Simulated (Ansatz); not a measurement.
# Ti3Sn and its elements: a formation energy from the elements

Program: Ansatz 0.2.0 through its Python package.

Run as a notebook:

In [1]:
```python
from collections import Counter
import warnings

import ansatz
import numpy as np
```

In [2]:
```python
SETTINGS = {
    "functional": "r2scan",
    "cutoff_ev": 450,
    "tolerance": 1e-06,
    "max_scf": 100,
    "kspacing": 0.39,
    "occupations": "fermi_dirac",
    "sigma": 0.05,
}
```

In [3]:
```python
PHASES = {
    "Ti3Sn": (
        [(0.0, 3.3052, 3.3052), (3.3052, 0.0, 3.3052), (3.3052, 3.3052, 0.0)],
        [
            ("Ti", (0.75, 0.75, 0.75)),
            ("Ti", (0.25, 0.25, 0.25)),
            ("Ti", (0.0, 0.0, 0.0)),
            ("Sn", (0.5, 0.5, 0.5)),
        ],
    ),
    "Ti": (
        [(2.95, 0.0, 0.0), (-1.475, 2.554775, 0.0), (0.0, 0.0, 4.68)],
        [
            ("Ti", (1 / 3, 2 / 3, 0.25)),
            ("Ti", (2 / 3, 1 / 3, 0.75)),
        ],
    ),
    "Sn": (
        [(0.0, 3.233343, 3.233343), (3.233343, 0.0, 3.233343), (3.233343, 3.233343, 0.0)],
        [
            ("Sn", (0.0, 0.0, 0.0)),
            ("Sn", (0.25, 0.25, 0.25)),
        ],
    ),
}
```

In [4]:
```python
def build(vectors, sites):
    crystal = ansatz.Crystal(lattice=ansatz.Lattice.of(vectors))
    for symbol, position in sites:
        crystal = crystal.atom(symbol, position)
    return crystal
```

In [5]:
```python
def compute(name, crystal):
    calc = (
        crystal.calculation()
        .functional(SETTINGS["functional"])
        .basis(SETTINGS["cutoff_ev"], density_ratio=4)
        .mixing("anderson", preconditioner="kerker_dos")
        .scf(tolerance=SETTINGS["tolerance"], max_iterations=SETTINGS["max_scf"], lower_state_search="off")
        .kpoints(spacing=SETTINGS["kspacing"])
        .occupations(SETTINGS["occupations"], width=SETTINGS["sigma"])
        .stress()
    )
    calc = calc.relax(force_tolerance=0.03, fix_cell=["shape"])
    return calc.run(threads=1, backend="cpu")


def counts(outcome):
    return Counter(site.symbol for site in outcome.lattice.sites)
```

In [6]:
```python
def formation_energy(outcome, mu):
    n = counts(outcome)
    return (outcome.report["energy_sigma0_ev"] - sum(k * mu[element] for element, k in n.items())) / sum(n.values())
```

In [7]:
```python
def volume_per_atom(outcome):
    return abs(np.linalg.det(outcome.lattice.cell_ang)) / len(outcome.lattice.sites)
```

In [8]:
```python
warnings.simplefilter("ignore", ansatz.DeckWarning)
```

In [9]:
```python
phases = {name: build(*cell) for name, cell in PHASES.items()}

done = {name: compute(name, crystal) for name, crystal in phases.items()}

references = {"Ti": "Ti", "Sn": "Sn"}
mu = {element: done[name].report["energy_sigma0_ev"] / len(done[name].lattice.sites) for element, name in references.items()}
```

In [10]:
```python
target = done["Ti3Sn"]
heat = formation_energy(target, mu)
for element, value in mu.items():
    print(f"mu({element}) = {value:.4f} eV from {references[element]}, {volume_per_atom(done[references[element]]):.2f} A^3/atom")
print(f"formation energy of Ti3Sn: {heat:.4f} eV/atom = {96.4853 * heat:.1f} kJ/mol of atoms")
```
```text
mu(Ti) = -2504.3708 eV from Ti, 17.31 A^3/atom
mu(Sn) = -6038.6029 eV from Sn, 35.53 A^3/atom
formation energy of Ti3Sn: -0.1999 eV/atom = -19.3 kJ/mol of atoms
```

The formation energy is -0.200 eV an atom (-19.3 kJ per mole of atoms), so Ti3Sn lies below the reference phases.

Reading the output:
- The settings weren't tested for convergence.
- The cutoff lies under the one recommended for these potentials.
- For the metals among these phases the mesh is modest: differences between phases can be off by up to 40 meV an atom.
- The program warned that this SCF threshold is loose for forces or stresses.
- Atoms and volume are relaxed with the cell's shape held, which in cells of lower than cubic symmetry can hide stresses and shift volumes.
- The cells come from databases of deposited and of computed structures, and not all need be stable phases.
- The compound is the structure given, not necessarily its lowest; energies are at zero temperature, with no correction for gases. A semilocal functional's error on such energies is often 0.05 to 0.1 eV an atom, and 0.1 to 0.3 eV against gases such as O2 or F2.
- The script silences the warnings on its input, which a real study should read.
- It ran for 36 s on 1 thread of Arm Neoverse V2, with other jobs on the host, peak memory 0.62 GiB.

(Lines on the test bed's own set-up are left out of the output.)
